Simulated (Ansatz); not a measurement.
# Rb+: energies up the ladder

Wanted for Rb+: energies up the ladder. Charge +1.

Program: Ansatz 0.2.0. Level of theory: the levels named in each step. These are calculated values, not measurements.

**1. Starting point**

As a file:

```xyz
1

Rb    0.0000    0.0000    0.0000
```

**2. Single point, PBE0/def2-TZVPP**

input.yaml reads:

```yaml
crystal:
  periodic: [false, false, false]
  atoms:
    - { symbol: Rb, position_ang: [0.0, 0.0, 0.0] }
total_charge: 1
basis:
  gaussian: { orbitals: def2-TZVPP }
hamiltonian:
  xc: pbe0
```

Started as:

```bash
$ ansatz run input.yaml --threads 1 --pin off --max-ram 2560MiB --backend cpu --events-out ev --progress --plain --runs-dir out
```

The runs that follow: Single point, PBE/def2-TZVPP; Single point, r2SCAN/def2-TZVPP; Single point, B3LYP/def2-TZVPP; Single point, wB97M-V/def2-TZVPP; Single point, B2PLYP/def2-TZVPP; Single point, LDA/def2-TZVPP; Single point, PBE0/def2-SVP; Single point, PBE/def2-SVP.

**Question.** What will these runs give? Wanted: energy at PBE/def2-SVP.

**Answer**, as computed:

| quantity | value |
| --- | --- |
| energy at PBE/def2-SVP | -651.020 eV |

What this shows: These totals serve in differences with atoms or fragments at the same level; alone they don't rank the methods. Heavy atoms carry effective core potentials in def2 sets, and spin-orbit coupling is left out.
